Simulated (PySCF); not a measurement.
# C2H11OPSi3: the cost of one run

Programs: PySCF 2.14.0, with density-fitted response routines of our own. Each step states its level of theory. These are calculated values for one molecule in the gas phase, unless marked as measured. Atoms count from 0, in the outputs and in this text.

### Step 1. The molecule as given

18 atoms, charge 0, multiplicity 1; geometry from: GFN2-xTB.

Bonds of the start (Å): Si0–C1 1.88, C1–C2 1.34, C2–Si3 1.89, C2–O4 1.37, O4–Si5 1.61, Si5–P6 2.23, Si0–H7 1.46, Si0–H8 1.46, Si0–H9 1.47, C1–H10 1.08, Si3–H11 1.46, Si3–H12 1.46, Si3–H13 1.46, Si5–H14 1.47, Si5–H15 1.47, P6–H16 1.38, P6–H17 1.38.

### Step 2. TDDFT and polarisability: wB97X-D/def2-SVPD

The job: settings as JSON, then the geometry in Å.

```
{"job": {"kind": "uv", "xc": "wB97X-D", "basis": "def2-SVPD", "nstates": 8, "ntriplets": 3}, "charge": 0, "multiplicity": 1}
Si    -0.653954     2.689886    -0.030079
C     -1.649484     1.093466    -0.097975
C     -1.029249    -0.088856    -0.056416
Si    -1.903297    -1.763490    -0.084312
O      0.333424    -0.045556     0.040868
Si     1.511301    -1.125252    -0.170049
P      3.294136     0.166700     0.181358
H      0.105691     2.749968     1.220590
H      0.248485     2.760503    -1.180420
H     -1.613114     3.799604    -0.074768
H     -2.725693     1.102281    -0.169420
H     -3.328488    -1.494266    -0.256710
H     -1.380589    -2.568813    -1.189176
H     -1.659653    -2.458507     1.181525
H      1.535610    -1.646520    -1.541480
H      1.360059    -2.267981     0.741233
H      3.352475    -0.044804     1.547731
H      4.193581    -0.852045    -0.074156
```

Method: TDDFT wB97X-D/def2-SVPD, vertical, gas phase, core orbitals frozen in the response.

Run with:

```
$ OMP_NUM_THREADS=1 python probes_run.py task.json out
```

The driver reads the jobs from task.json and runs them one after another.

Q: Estimate the wall time and peak memory of this job on 1 thread of Arm Neoverse N1, shared host.

About 2.4 min, with a peak of 1.1 GiB.
